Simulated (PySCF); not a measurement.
# CdSi⁻ with other numerical set-ups

Aim: see how much the energy and properties of CdSi⁻ depend on the numerical set-up.

Program: PySCF 2.14.0. Level of theory: each script names its method and basis. These are calculated values, not measurements.

5 further runs of the same task are left out: 1 for a known fault of the program, 4 that didn't finish.

**1. Starting geometry**

CdSi⁻: 2 atoms, charge -1, spin multiplicity 2.

Bond lengths: Cd1–Si2 2.746 Å.

**2. The base run**

Contents of input.py:

```python
from pyscf import gto, dft

mol = gto.M(
    atom='Cd 0 0 0; Si 0 0 2.746',
    basis='crenbl',
    ecp={'Cd': 'crenbl', 'Si': 'crenbl'},
    charge=-1,
    spin=1,
    verbose=4,
)
mf = dft.UKS(mol, xc='hse06')
mf.kernel()
mf.mulliken_pop()
mf.dip_moment()
print('orbital energies (hartree):', [e[max(0, n-3):n+3].round(4) for e, n in zip(mf.mo_energy, mol.nelec)])
```

On the command line:

```sh
> OMP_NUM_THREADS=1 python input.py
```

The log of this run is left out.

It gives: E(SCF) = -170.604964 Eh, ⟨S²⟩ = 0.796.

The bond length is a typed value, not an optimised one. The dipole of an ion depends on the origin.

**3. Cartesian functions on**

Variant 1 changes Cartesian functions: off → on.

Contents of input.py:

```python
from pyscf import gto, dft

mol = gto.M(
    atom='Cd 0 0 0; Si 0 0 2.746',
    basis='crenbl',
    ecp={'Cd': 'crenbl', 'Si': 'crenbl'},
    charge=-1,
    spin=1,
    cart=True,
    verbose=4,
)
mf = dft.UKS(mol, xc='hse06')
mf.kernel()
mf.mulliken_pop()
mf.dip_moment()
print('orbital energies (hartree):', [e[max(0, n-3):n+3].round(4) for e, n in zip(mf.mo_energy, mol.nelec)])
```

On the command line:

```sh
> OMP_NUM_THREADS=1 python input.py
```

**4. Core potential off**

Variant 2 changes core potential: on → off. The core potential changes with it: totals don't compare.

Contents of input.py:

```python
from pyscf import gto, dft

mol = gto.M(
    atom='Cd 0 0 0; Si 0 0 2.746',
    basis='crenbl',
    charge=-1,
    spin=1,
    verbose=4,
)
mf = dft.UKS(mol, xc='hse06')
mf.kernel()
mf.analyze()
print('orbital energies (hartree):', [e[max(0, n-3):n+3].round(4) for e, n in zip(mf.mo_energy, mol.nelec)])
```

Before running it: what results should come out? Wanted: for each run, E(SCF); from base; gap, α spin.

The runs gave:

```csv
run,E(SCF) (hartree),from base (eV),cycles,"gap, α spin (eV)",functions
base,-170.604964,0,20,0.45,56
Cartesian functions on,-170.609321,-0.1186,20,0.44,60
core potential off (poor choice),-2026.213600,not comparable,19,2.74,56
```

What this shows: The highest filled level of this anion is positive: the basis lacks diffuse functions or the electron is not bound, so these numbers hang on the basis. Rows marked «poor choice» come from settings spoiled on purpose.
